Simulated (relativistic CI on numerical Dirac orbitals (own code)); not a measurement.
**Ru⁶⁺: resonant inelastic X-ray scattering at the L2,3 edge**

Which low excitations of Ru⁶⁺ show in RIXS, and at which incident energy? 6 crystal fields.

Program: relativistic CI on numerical Dirac orbitals (own code) version 3. Level of theory: Dirac-Coulomb-Breit CI, KLI orbitals optimised for each configuration, model QED (radiative potential, 1s self-energy scaled to tabulated hydrogen-like ionisation energies), valence Slater integrals scaled by 0.8, Kramers-Heisenberg scattering through one core-hole configuration in a parametric crystal field. These are calculated values, not measurements, unless marked.

### Step 1. The system

* ion: Ru⁶⁺ (Ru VII)
* nuclear charge: 44
* electrons: 38
* configurations: [Kr] 4d2 → [He] 2s2 2p5 3s2 3p6 3d10 4s2 4p6 4d3
* temperature: 10 K
* core-hole width: 1.6 eV
* field 1 (cm⁻¹): Oh, 10Dq = 8500
* field 2 (cm⁻¹): Oh, 10Dq = 19250
* field 3 (cm⁻¹): Oh, 10Dq = 29950
* field 4 (cm⁻¹): Oh, 10Dq = 40650
* field 5 (cm⁻¹): Oh, 10Dq = 51350
* field 6 (cm⁻¹): Oh, 10Dq = 62050

### Step 2. Field 1: Oh, 10Dq = 8500

Input settings:

```ini
atom Ru  Z=44  charge=6  electrons=38
nucleus A=102  rms_radius_fm=4.4809
hamiltonian dirac-coulomb  breit=on  qed=on  c_scale=1
orbitals kli  potential=per-configuration
slater_scale 0.8
correlation none
mixing on
configurations
  [Kr] 4d2
  [He] 2s2 2p5 3s2 3p6 3d10 4s2 4p6 4d3
end
rixs L2,3 T=10 core_hole_width=1.6
crystal_field Oh 10Dq=8500
```

On the command line:

```sh
$ python run_levels.py task.json out
```

The settings of every run stand in task.json; they run in order.

### Step 3. Field 2: Oh, 10Dq = 19250

Changes to the settings of step 2:

```diff
@@ -12,2 +12,2 @@
 rixs L2,3 T=10 core_hole_width=1.6
-crystal_field Oh 10Dq=8500
+crystal_field Oh 10Dq=19250
```

### Step 4. Field 3: Oh, 10Dq = 29950

Changes to the settings of step 3:

```diff
@@ -12,2 +12,2 @@
 rixs L2,3 T=10 core_hole_width=1.6
-crystal_field Oh 10Dq=19250
+crystal_field Oh 10Dq=29950
```

### Step 5. Field 4: Oh, 10Dq = 40650

Changes to the settings of step 4:

```diff
@@ -12,2 +12,2 @@
 rixs L2,3 T=10 core_hole_width=1.6
-crystal_field Oh 10Dq=29950
+crystal_field Oh 10Dq=40650
```

### Step 6. Field 5: Oh, 10Dq = 51350

Changes to the settings of step 5:

```diff
@@ -12,2 +12,2 @@
 rixs L2,3 T=10 core_hole_width=1.6
-crystal_field Oh 10Dq=40650
+crystal_field Oh 10Dq=51350
```

### Step 7. Field 6: Oh, 10Dq = 62050

Changes to the settings of step 6:

```diff
@@ -12,2 +12,2 @@
 rixs L2,3 T=10 core_hole_width=1.6
-crystal_field Oh 10Dq=51350
+crystal_field Oh 10Dq=62050
```

(Steps that only read results are left out.)

Q: Predict the outcome of this session. Wanted: incident energies, field 1.

The runs gave:

| field | S, thermal mean | first incident energy (eV) | lowest loss over 0.08 eV (eV) | strongest such loss there (eV) | its level |
| --- | --- | --- | --- | --- | --- |
| 1: Oh | 0.99 | 2852.6 | 0.344 | 1.803 | T2, S = 0.2 |
| 2: Oh | 0.99 | 2853.2 | 0.294 | 2.447 | E, S = 1.0 |
| 3: Oh | 0.99 | 2850.6 | 0.270 | 1.688 | E, S = 0.0 |
| 4: Oh | 0.99 | 2848.4 | 0.256 | 0.256 | T1, S = 1.0 |
| 5: Oh | 0.99 | 2847.9 | 0.247 | 0.247 | T1, S = 1.0 |
| 6: Oh | 0.99 | 2847.3 | 0.240 | 0.240 | T1, S = 1.0 |

| quantity | value |
| --- | --- |
| incident energies, field 1 | 2852.6, 2981.0 eV |
| strongest loss over 0.08 eV, field 1 | 1.80 eV |

What this shows: In field 1 the strongest loss over 0.08 eV at the first resonance is 1.80 eV (T2, S = 0.2). Spin-orbit coupling in the valence shell mixes spin states, so S is only an average. The first incident energy is the lowest absorption maximum of each field and need not be the same resonance in all. Only the lowest levels kept in the record count, and labels are spin-orbit irreps. Polarisations are summed, and charge-transfer losses are outside the model.
